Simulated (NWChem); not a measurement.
# A workflow on the pair O3···SiH3Cl

We compute the energy (singlet SiH3ClO3, SVWN5/def2-TZVP), then a single-point energy (singlet O3, SVWN5/def2-TZVP), then the energy (singlet SiH3Cl, SVWN5/def2-TZVP), then a single-point energy (singlet O3, SVWN5/def2-TZVP), then the energy (singlet SiH3Cl, SVWN5/def2-TZVP) of ClH3O3Si and its partners. 

Program for the calculation: NWChem 7.3.0.

### 1 Starting point

The species is SiH3ClO3 (8 atoms), meant as a singlet with charge 0. The two molecules were placed rigidly side by side, at 1.1 times their contact distance; the pair isn't optimised.

Bond lengths: O1–O2 1.238 Å, O2–O3 1.238 Å, Si4–Cl5 2.054 Å, Si4–H6 1.481 Å, Si4–H7 1.481 Å, Si4–H8 1.481 Å. Angles: O1–O2–O3 118.4°, Cl5–Si4–H6 108.5°, Cl5–Si4–H7 108.5°, Cl5–Si4–H8 108.5°, H6–Si4–H7 110.4°, H6–Si4–H8 110.4°, H7–Si4–H8 110.4°.

### 2 A single-point energy at SVWN5/def2-TZVP (run 1)

work.nw

```
START work
memory 2200 mb
charge 0

GEOMETRY units atomic noautosym nocenter noautoz
  O   1.60381056 -1.01270423  0.77384285
  O  -0.43255831 -0.60017702 -0.30122234
  O  -1.17125225  1.61288125 -0.47262050
  Si  7.60467367 -2.09013158 -4.04603591
  Cl  4.62729677 -3.20217871 -6.27262462
  H   9.74210509 -3.84347617 -4.47938791
  H   6.79554963 -2.18146204 -1.36899319
  H   8.32275070  0.51850305 -4.75963429
END

BASIS "ao basis" spherical bse
  * library def2-TZVP
END

DFT
  xc slater vwn_5
  grid fine
  convergence energy 1e-08
  maxiter 100
  mulliken
  noprint "final vectors analysis"
END

TASK dft energy
```

Command:

```
$ nwchem work.nw > work.out
```

Log, shortened:

```text
[...]
          Wavefunction type:  closed shell.
          No. of atoms     :     8
          No. of electrons :    58
[...]
          Charge           :     0
          Spin multiplicity:     1
[...]
          AO basis - number of functions:   185
[...]
              XC Information
              --------------
                        Slater Exchange Functional  1.000 local
                      VWN V Correlation Functional  1.000 local
[...]
 d= 0,ls=0.0,diis     1   -972.5850477592 -1.22D+03  1.24D-02  5.24D+00     7.8
[...]
 d= 0,ls=0.5,diis    54   -972.8450687489 -9.07D-09  5.36D-07  1.02D-08   333.0
         Total DFT energy =     -972.845068756046
      One electron energy =    -1846.524985567901
           Coulomb energy =      694.496617503977
    Exchange-Corr. energy =      -71.473946664500
 Nuclear repulsion energy =      250.657245972378
[...]
      Total Density - Mulliken Population Analysis
     ---------------------------------------------
    Atom       Charge   Shell Charges
 -----------   ------   -------------------------------------------------------
    1 O    8     8.14   0.78  1.18  0.63  0.93  0.42  1.82  1.65  0.67  0.00  0.04  0.00
    2 O    8     7.72   0.78  1.18  0.64  0.91  0.27  1.81  1.61  0.38  0.01  0.12  0.01
    3 O    8     8.14   0.78  1.18  0.63  0.93  0.42  1.82  1.65  0.66  0.00  0.04  0.00
    4 Si  14    13.84   2.01  0.56  1.40  0.97  0.39  4.12  1.67  0.65  1.38  0.35  0.14  0.17  0.03
    5 Cl  17    17.20   2.01  0.42  1.53  1.16  0.78  4.18  1.67  1.17  2.75  1.49  0.01  0.03  0.00
    6 H    1     0.99   0.23  0.52  0.23  0.01
    7 H    1     0.99   0.23  0.51  0.23  0.01
    8 H    1     0.99   0.23  0.52  0.23  0.01
[...]
```

Run time: 5.7 min. Hardware: 1 thread of Intel Xeon Platinum 8259CL at 2.50GHz (Skylake/Cascade Lake), shared host; peak memory 0.13 GiB.

### 3 O3: a single-point energy at SVWN5/def2-TZVP (run 2)

work.nw

```
start work
title "O3"
memory total 2200 mb
charge 0

geometry units bohr noautosym nocenter noautoz
O      1.60381056    -1.01270423     0.77384285
O     -0.43255831    -0.60017702    -0.30122234
O     -1.17125225     1.61288125    -0.47262050
end

basis spherical bse
* library def2-TZVP
end

dft
xc slater vwn_5
mult 1
grid fine
convergence energy 1e-08
maxiter 100
mulliken
print low
end

task dft energy
```

Command:

```
$ nwchem work.nw > work.out
```

Log, shortened:

```text
[...]
 d= 0,ls=0.0,diis     1   -223.7465290529 -2.94D+02  1.58D-02  3.70D+00     1.2
[...]
 d= 0,ls=0.0,diis    12   -223.9617621641 -1.48D-09  1.11D-07  6.49D-10    10.4
         Total DFT energy =     -223.961762164146
      One electron energy =     -448.917885863198
           Coulomb energy =      178.223727865306
    Exchange-Corr. energy =      -23.909252517549
 Nuclear repulsion energy =       70.641648351296
[...]
      Total Density - Mulliken Population Analysis
     ---------------------------------------------
    Atom       Charge   Shell Charges
 -----------   ------   -------------------------------------------------------
    1 O    8     8.14   0.78  1.18  0.63  0.93  0.42  1.82  1.65  0.66  0.00  0.04  0.00
    2 O    8     7.73   0.78  1.18  0.64  0.91  0.27  1.81  1.62  0.38  0.01  0.12  0.01
    3 O    8     8.14   0.78  1.18  0.63  0.93  0.42  1.82  1.65  0.66  0.00  0.04  0.00
[...]
```

It took 11 s on 1 thread of Intel Xeon Platinum 8259CL at 2.50GHz (Skylake/Cascade Lake), shared host; peak memory 0.11 GiB.

### 4 SiH3Cl: the energy at SVWN5/def2-TZVP (run 3)

run.nw

```
start run
memory 2200 mb

geometry units atomic noautosym nocenter noautoz
   Si  7.60467367 -2.09013158 -4.04603591
   Cl  4.62729677 -3.20217871 -6.27262462
   H   9.74210509 -3.84347617 -4.47938791
   H   6.79554963 -2.18146204 -1.36899319
   H   8.32275070  0.51850305 -4.75963429
end

basis spherical bse
   * library def2-TZVP
end

dft
   xc slater vwn_5
   grid fine
   convergence energy 1e-08
   iterations 100
   mulliken
   print low
end

task dft
```

Command:

```
$ nwchem run.nw > run.out
```

Log, shortened:

```text
[...]
 d= 0,ls=0.0,diis     1   -748.8353746208 -8.35D+02  6.98D-03  1.55D+00     1.9
[...]
 d= 0,ls=0.0,diis    10   -748.8816078465 -1.16D-09  1.10D-07  1.55D-10    13.8
         Total DFT energy =     -748.881607846463
      One electron energy =    -1210.279315213533
           Coulomb energy =      422.625692029300
    Exchange-Corr. energy =      -47.565199946012
 Nuclear repulsion energy =       86.337215283783
[...]
      Total Density - Mulliken Population Analysis
     ---------------------------------------------
    Atom       Charge   Shell Charges
 -----------   ------   -------------------------------------------------------
    1 Si  14    13.83   2.01  0.56  1.40  0.97  0.39  4.12  1.67  0.65  1.38  0.35  0.14  0.17  0.03
    2 Cl  17    17.19   2.01  0.42  1.53  1.16  0.78  4.18  1.67  1.17  2.75  1.49  0.01  0.03  0.00
    3 H    1     0.99   0.24  0.52  0.23  0.01
    4 H    1     0.99   0.24  0.52  0.23  0.01
    5 H    1     0.99   0.24  0.52  0.23  0.01
[...]
```

Run time: 14 s. Hardware: 1 thread of Intel Xeon Platinum 8259CL at 2.50GHz (Skylake/Cascade Lake), shared host; peak memory 0.12 GiB.

### 5 O3 among ghost functions: a single-point energy at SVWN5/def2-TZVP (with ghost functions) (run 4)

struct.nw

```
start struct
title "O3"
memory total 2200 mb

geometry noautosym nocenter noautoz
 O        0.848700      -0.535900       0.409500
 O       -0.228900      -0.317600      -0.159400
 O       -0.619800       0.853500      -0.250100
 bqSi     4.024220    -1.106050    -2.141070
 bqCl     2.448660    -1.694520    -3.319330
 bqH      5.155300    -2.033880    -2.370390
 bqH      3.596050    -1.154380    -0.724440
 bqH      4.404210     0.274380    -2.518690
end

basis spherical bse
 O library def2-TZVP
 bqSi library Si def2-TZVP
 bqCl library Cl def2-TZVP
 bqH library H def2-TZVP
end

dft
 xc slater vwn_5
 grid fine
 convergence energy 1e-08
 maxiter 100
 mulliken
 print low
end

task dft energy
```

Command:

```
$ nwchem struct.nw > struct.out
```

Log, shortened:

```text
[...]
 d= 0,ls=0.0,diis     1   -223.7466105897 -2.94D+02  7.97D-03  3.70D+00     6.2
[...]
 d= 0,ls=0.0,diis    12   -223.9619347137 -4.60D-09  5.93D-08  7.71D-10    64.3
         Total DFT energy =     -223.961934713712
      One electron energy =     -448.910253428881
           Coulomb energy =      178.215132747028
    Exchange-Corr. energy =      -23.908467476991
 Nuclear repulsion energy =       70.641653445132
[...]
      Total Density - Mulliken Population Analysis
     ---------------------------------------------
    Atom       Charge   Shell Charges
 -----------   ------   -------------------------------------------------------
    1 O    8     8.14   0.78  1.18  0.63  0.93  0.42  1.82  1.66  0.66  0.00  0.04  0.00
    2 O    8     7.73   0.78  1.18  0.64  0.91  0.26  1.81  1.62  0.38  0.01  0.12  0.01
    3 O    8     8.14   0.78  1.18  0.63  0.93  0.42  1.82  1.65  0.66  0.00  0.04  0.00
    4 X    0     0.00  -0.00 -0.00  0.00 -0.00  0.00 -0.00 -0.00  0.00 -0.00  0.00 -0.00  0.00  0.00
    5 X    0     0.00  -0.00  0.00 -0.00  0.00 -0.00  0.00 -0.00  0.00 -0.00  0.00 -0.00  0.00  0.00
    6 X    0     0.00  -0.00 -0.00  0.00  0.00
    7 X    0     0.00   0.00 -0.00  0.00  0.00
    8 X    0    -0.00   0.00 -0.00 -0.00 -0.00
[...]
```

Wall time 65 s (1 thread of Intel Xeon Platinum 8259CL at 2.50GHz (Skylake/Cascade Lake), shared host); peak memory 0.13 GiB.

### 6 SiH3Cl among ghost functions: the energy at SVWN5/def2-TZVP (with ghost functions) (run 5)

clh3si.nw

```
start clh3si
title "ClH3Si"
memory stack 880 mb heap 220 mb global 1100 mb

geometry noautosym nocenter noautoz
  Si    4.024220   -1.106050   -2.141070
  Cl    2.448660   -1.694520   -3.319330
  H     5.155300   -2.033880   -2.370390
  H     3.596050   -1.154380   -0.724440
  H     4.404210    0.274380   -2.518690
  bqO      0.848700    -0.535900     0.409500
  bqO     -0.228900    -0.317600    -0.159400
  bqO     -0.619800     0.853500    -0.250100
end

basis spherical bse
  Si library def2-TZVP
  Cl library def2-TZVP
  H library def2-TZVP
  bqO library O def2-TZVP
end

dft
  xc slater vwn_5
  grid fine
  convergence energy 1e-08
  iterations 100
  mulliken
  noprint "final vectors analysis"
end

task dft
```

Command:

```
$ nwchem clh3si.nw > clh3si.out
```

Log, shortened:

```text
[...]
          Wavefunction type:  closed shell.
          No. of atoms     :     8
          No. of electrons :    34
[...]
          Charge           :     0
          Spin multiplicity:     1
[...]
          AO basis - number of functions:   185
[...]
              XC Information
              --------------
                        Slater Exchange Functional  1.000 local
                      VWN V Correlation Functional  1.000 local
[...]
 d= 0,ls=0.0,diis     1   -748.8354204253 -8.35D+02  3.47D-03  1.55D+00     6.2
[...]
 d= 0,ls=0.0,diis    10   -748.8816626540 -1.19D-09  5.52D-08  1.58D-10    53.7
         Total DFT energy =     -748.881662653977
      One electron energy =    -1210.277057653037
           Coulomb energy =      422.623205387343
    Exchange-Corr. energy =      -47.565032016357
 Nuclear repulsion energy =       86.337221628073
[...]
      Total Density - Mulliken Population Analysis
     ---------------------------------------------
    Atom       Charge   Shell Charges
 -----------   ------   -------------------------------------------------------
    1 Si  14    13.83   2.01  0.56  1.40  0.97  0.39  4.12  1.67  0.65  1.38  0.35  0.14  0.17  0.03
    2 Cl  17    17.19   2.01  0.42  1.53  1.16  0.78  4.18  1.67  1.17  2.75  1.49  0.01  0.03  0.00
    3 H    1     0.99   0.24  0.52  0.23  0.01
    4 H    1     0.99   0.24  0.52  0.23  0.01
    5 H    1     0.99   0.24  0.52  0.23  0.01
    6 X    0    -0.00  -0.00  0.00 -0.00  0.00  0.00 -0.00  0.00 -0.00  0.00 -0.00 -0.00
    7 X    0     0.00   0.00 -0.00  0.00 -0.00 -0.00  0.00 -0.00  0.00 -0.00  0.00 -0.00
    8 X    0     0.00   0.00 -0.00  0.00 -0.00  0.00  0.00 -0.00  0.00 -0.00 -0.00 -0.00
[...]
```

It took 54 s on 1 thread of Intel Xeon Platinum 8259CL at 2.50GHz (Skylake/Cascade Lake), shared host; peak memory 0.13 GiB.

### 7 Outcome

| quantity | value |
| --- | --- |
| run 1, SVWN5/def2-TZVP: total energy | -972.84507 Eh |
| run 1, SVWN5/def2-TZVP: dipole moment | 0.81 D |
| O3: total energy | -223.96176 Eh |
| SiH3Cl: total energy | -748.88161 Eh |
| O3 among ghost functions: total energy | -223.96193 Eh |
| SiH3Cl among ghost functions: total energy | -748.88166 Eh |
| SiH3Cl among ghost functions: dipole moment | 1.23 D |
| interaction energy of the rigid parts O3 and SiH3Cl (parts in their own basis; closest atoms 3.04 Å apart) | -0.046 eV |
| interaction energy of the rigid parts O3 and SiH3Cl (parts in the whole basis, counterpoise; closest atoms 3.04 Å apart) | -0.040 eV |

**Reading.** The interaction energy of the rigid parts O3 and SiH3Cl (parts in their own basis; closest atoms 3.04 Å apart) is −0.05 eV (−1.1 kcal/mol): the parts attract. Without counterpoise this holds the superposition error of the basis. The interaction energy of the rigid parts O3 and SiH3Cl (parts in the whole basis, counterpoise; closest atoms 3.04 Å apart) is −0.04 eV (−3.9 kJ/mol): the parts attract. The basis-set superposition error is 0.6 kJ/mol. Mulliken charges (run 1, SVWN5/def2-TZVP) run from -0.20 on Cl5 to +0.28 on O2.
